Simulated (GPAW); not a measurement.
The system is NbRu3C.

```
CELL_PARAMETERS angstrom
4.06514 0.00000 0.00000
0.00000 4.06514 0.00000
0.00000 0.00000 4.06514
ATOMIC_POSITIONS crystal
Ru 0.50000 0.50000 0.00000
Ru 0.50000 0.00000 0.50000
Ru 0.00000 0.50000 0.50000
Nb 0.00000 0.00000 0.00000
C 0.50000 0.50000 0.50000
```

The cell comes from a database or a generator and needn't be the stable form of this composition.

* Program: GPAW 26.7.0
* Task: relaxation of cell and atoms
* Functional: PBEsol
* Potentials or basis: PAW data sets generated in the run's folder for this functional
* Cutoff: 800 eV
* Basis: pw
* k mesh: 5 × 5 × 5
* Occupations: fermi-dirac, width 0.05 eV
* Spin: no spin polarisation

At the start: pressure -11.8 GPa; volume 13.44 Å³/atom.

Where does the relaxation end?

Over 4 steps the energy falls by 21.3 meV/atom and the volume is 12.88 Å³/atom (-4.2 %); space group Pm-3m (No. 221, to 0.05 Å).

The path:
```
step  energy change (eV)  largest force (eV/Å)  pressure (GPa)  volume (Å³)
   1              0.0000                0.0000          -11.83        67.18
   2             -0.0379                0.0000           -9.64        66.61
   3             -0.1060                0.0000            0.59        64.26
   4             -0.1063                0.0000           -0.02        64.39
```

Final structure:
```
Ru Nb C
1.0
     4.00808    0.00000    0.00000
     0.00000    4.00808    0.00000
     0.00000    0.00000    4.00808
Ru Nb C
3 1 1
Direct
  0.50000 0.50000 0.00000
  0.50000 0.00000 0.50000
  0.00000 0.50000 0.50000
  0.00000 0.00000 0.00000
  0.50000 0.50000 0.50000
```

Caveat: later steps reuse the first step's grids.
